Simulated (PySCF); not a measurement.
# GaN+: from the state search to spectroscopic constants, part 2 of 2

PySCF 2.14.0; Ga aug-pcseg-1, N aug-pcseg-1; no relativity. Earlier steps stand in the parts before.

## 11. CAM-B3LYP (range-separated hybrid)

Output of the SCF at 2.595 Å:

```text
******** <class 'pyscf.dft.uks_symm.SymAdaptedUKS'> ********
method = SymAdaptedUKS
initial guess = minao
damping factor = 0
level_shift factor = 0
DIIS = <class 'pyscf.scf.diis.CDIIS'>
diis_start_cycle = 1
diis_space = 10
diis_damp = 0
SCF conv_tol = 1e-09
SCF conv_tol_grad = None
SCF max_cycles = 60
direct_scf = False
max_memory 909 MB (current use 439 MB)
number electrons alpha = 20  beta = 17
XC library pyscf.dft.libxc version 7.0.0
    S. Lehtola, C. Steigemann, M. J.T. Oliveira, and M. A.L. Marques.,  SoftwareX 7, 1–5 (2018)
XC functionals = CAMB3LYP
    T. Yanai, D. P. Tew, and N. C. Handy.,  Chem. Phys. Lett. 393, 51 (2004)
small_rho_cutoff = 0
Set gradient conv threshold to 3.16228e-05
init E= -1979.05652050835
cycle= 1 E= -1979.05685854314  delta_E= -0.000338  |g|= 0.00562  |ddm|= 0.0557
cycle= 2 E= -1979.05688003219  delta_E= -2.15e-05  |g|= 0.00193  |ddm|= 0.0178
cycle= 3 E= -1979.05688261467  delta_E= -2.58e-06  |g|= 0.000512  |ddm|= 0.00336
cycle= 4 E= -1979.05688310966  delta_E= -4.95e-07  |g|= 0.000174  |ddm|= 0.00159
cycle= 5 E= -1979.0568831643  delta_E= -5.46e-08  |g|= 6.65e-05  |ddm|= 0.000444
cycle= 6 E= -1979.05688318249  delta_E= -1.82e-08  |g|= 1.96e-05  |ddm|= 0.000389
cycle= 7 E= -1979.05688318422  delta_E= -1.72e-09  |g|= 3.28e-06  |ddm|= 0.000142
cycle= 8 E= -1979.05688318424  delta_E= -2.36e-11  |g|= 8.38e-07  |ddm|= 1.21e-05
Extra cycle  E= -1979.05688318424  delta_E= -1.59e-12  |g|= 4.3e-07  |ddm|= 2.3e-06
converged SCF energy = -1979.05688318424  <S^2> = 3.7564932  2S+1 = 4.0032453
```

Re = 2.673 Å, ωe = 115.7 cm⁻¹, ωexe = 2.42 cm⁻¹, αe = 0.00520 cm⁻¹, Be = 0.2028 cm⁻¹, De = 0.153 eV, μ = -0.93 D.

## 12. UHF

Log of the SCF at 2.595 Å:

```text
******** <class 'pyscf.scf.uhf_symm.SymAdaptedUHF'> ********
method = SymAdaptedUHF
initial guess = minao
damping factor = 0
level_shift factor = 0
DIIS = <class 'pyscf.scf.diis.CDIIS'>
diis_start_cycle = 1
diis_space = 10
diis_damp = 0
SCF conv_tol = 1e-09
SCF conv_tol_grad = None
SCF max_cycles = 60
direct_scf = False
max_memory 909 MB (current use 453 MB)
number electrons alpha = 20  beta = 17
Overwritten attributes  get_hcore get_occ get_k get_jk get_j  of <class 'pyscf.scf.uhf_symm.SymAdaptedUHF'>
<class 'pyscf.scf.uhf_symm.SymAdaptedUHF'> does not have attributes  refdm
Set gradient conv threshold to 3.16228e-05
init E= -1977.11916965727
cycle= 1 E= -1977.12924153836  delta_E= -0.0101  |g|= 0.0247  |ddm|= 0.283
cycle= 2 E= -1977.12998692268  delta_E= -0.000745  |g|= 0.00817  |ddm|= 0.105
cycle= 3 E= -1977.13010074827  delta_E= -0.000114  |g|= 0.00284  |ddm|= 0.0282
cycle= 4 E= -1977.13011534804  delta_E= -1.46e-05  |g|= 0.00119  |ddm|= 0.00731
cycle= 5 E= -1977.13011834647  delta_E= -3e-06  |g|= 0.000447  |ddm|= 0.00339
cycle= 6 E= -1977.1301188266  delta_E= -4.8e-07  |g|= 0.000108  |ddm|= 0.00123
cycle= 7 E= -1977.13011885566  delta_E= -2.91e-08  |g|= 2.92e-05  |ddm|= 0.000395
cycle= 8 E= -1977.13011885827  delta_E= -2.62e-09  |g|= 1.54e-05  |ddm|= 0.000114
cycle= 9 E= -1977.13011885939  delta_E= -1.11e-09  |g|= 9.8e-06  |ddm|= 7.61e-05
cycle= 10 E= -1977.13011886014  delta_E= -7.49e-10  |g|= 3.77e-06  |ddm|= 9.32e-05
Extra cycle  E= -1977.13011886018  delta_E= -4.09e-11  |g|= 2.78e-06  |ddm|= 1.02e-05
converged SCF energy = -1977.13011886018  <S^2> = 3.7665573  2S+1 = 4.0082701
```

Re = 3.265 Å, ωe = 66.8 cm⁻¹, Be = 0.1359 cm⁻¹, De = 0.060 eV, μ = -1.96 D.

## 13. MP2

Reference: UHF; core orbitals frozen: 10.

Correlation energy (eV) along the bond:

| R (Å) | MP2 | SCS-MP2 |
| --- | --- | --- |
| 2.232 | -3.232 | -3.165 |
| 2.336 | -3.199 | -3.138 |
| 2.439 | -3.174 | -3.118 |
| 2.517 | -3.158 | -3.106 |
| 2.595 | -3.144 | -3.096 |
| 2.673 | -3.132 | -3.087 |
| 2.777 | -3.117 | -3.077 |
| 2.906 | -3.102 | -3.065 |
| 3.062 | -3.086 | -3.053 |
| 3.270 | -3.070 | -3.040 |

UHF-MP2: Re = 2.967 Å, ωe = 98.7 cm⁻¹, ωexe = 2.44 cm⁻¹, αe = 0.00432 cm⁻¹, Be = 0.1645 cm⁻¹, De = 0.124 eV.

UHF-SCS-MP2: Re = 3.026 Å, ωe = 93.1 cm⁻¹, ωexe = 2.63 cm⁻¹, αe = 0.00449 cm⁻¹, Be = 0.1582 cm⁻¹, De = 0.109 eV.

## 14. The curves together

Energy (eV) from each level's lowest point:

| R (Å) | UHF | UHF-MP2 | UHF-SCS-MP2 | PBE | PBEsol | r²SCAN | r²SCANh | PBE0 | r²SCAN0 | CAM-B3LYP |
| --- | --- | --- | --- | --- | --- | --- | --- | --- | --- | --- |
| 2.232 | 0.430 | 0.280 | 0.314 | 0.021 | 0.004 | 0.028 | 0.046 | 0.070 | 0.077 | 0.102 |
| 2.336 | 0.298 | 0.181 | 0.208 | 0.002 | 0.000 | 0.006 | 0.016 | 0.030 | 0.034 | 0.051 |
| 2.439 | 0.202 | 0.110 | 0.132 | 0.000 | 0.011 | 0.000 | 0.002 | 0.009 | 0.011 | 0.021 |
| 2.517 | 0.149 | 0.073 | 0.090 | 0.005 | 0.026 | 0.002 | 0.000 | 0.002 | 0.003 | 0.009 |
| 2.595 | 0.107 | 0.045 | 0.059 | 0.013 | 0.043 | 0.008 | 0.002 | 0.000 | 0.000 | 0.002 |
| 2.673 | 0.075 | 0.025 | 0.036 | 0.024 | 0.061 | 0.017 | 0.008 | 0.002 | 0.001 | 0.000 |
| 2.777 | 0.044 | 0.009 | 0.016 | 0.040 | 0.087 | 0.031 | 0.018 | 0.010 | 0.008 | 0.003 |
| 2.906 | 0.020 | 0.000 | 0.003 | 0.063 | 0.120 | 0.051 | 0.035 | 0.024 | 0.021 | 0.012 |
| 3.062 | 0.005 | 0.001 | 0.000 | 0.090 | 0.157 | 0.076 | 0.058 | 0.043 | 0.040 | 0.027 |
| 3.270 | 0.000 | 0.012 | 0.008 | 0.125 | 0.201 | 0.108 | 0.087 | 0.070 | 0.066 | 0.049 |

The whole job (state search and all levels along the bond) took 2.4 min on 1 thread of Arm Neoverse V2 (shared host), peak memory 0.9 GiB.

## 15. Constants by level of theory

The summary covers parts 1 to 2.

Lowest PBE0 solution found, without spin–orbit coupling: ⁴Σ⁻ (quartet), unpaired electrons σ ↑, π ↑↑. State 3 has its PBE0 minimum 1.11 eV higher, as a spin-mixed determinant (⟨S²⟩ = 1.77), so this is no gap between pure states. The other levels ran on the lowest alone.

| level | Re (Å) | ωe (cm⁻¹) | De (eV) | μ (D) |
| --- | --- | --- | --- | --- |
| UHF | 3.265 | 66.8 | 0.060 | -1.96 |
| UHF-MP2 | 2.967 | 98.7 | 0.124 | n/a |
| UHF-SCS-MP2 | 3.026 | 93.1 | 0.109 | n/a |
| PBE | 2.406 | 154.9 | 0.268 | -0.56 |
| PBEsol | 2.301 | 197.5 | 0.359 | -0.49 |
| r²SCAN | 2.442 | 143.1 | 0.233 | -0.50 |
| r²SCANh | 2.514 | 132.4 | 0.206 | -0.59 |
| PBE0 | 2.585 | 126.6 | 0.187 | -0.77 |
| r²SCAN0 | 2.604 | 123.7 | 0.178 | -0.76 |
| CAM-B3LYP | 2.673 | 115.7 | 0.153 | -0.93 |

De is counted to Ga+ + N in their ground configurations. A positive dipole points from Ga to N; in an ion it is taken about the centre of mass and does not tell which atom is negative.

Time per point (s) on 1 thread of Arm Neoverse V2, shared host (CPU time, shared integrals of 0.21 s apart; correlated levels include their reference); the times are rough: UHF 0.17, UHF-MP2 0.33, UHF-SCS-MP2 0.33, PBE 0.7, PBEsol 0.48, r²SCAN 1, r²SCANh 1.1, PBE0 1.1, r²SCAN0 1.1, CAM-B3LYP 1.2.

The methods spread over 0.964 Å in bond length, from PBEsol to UHF. Among the levels with a De in the table, it runs from 0.060 eV (UHF) to 0.359 eV (PBEsol).

Correlated steps freeze 10 core orbitals. The bond is weak, and basis-set superposition, which was not computed, may be a sizeable part of it.
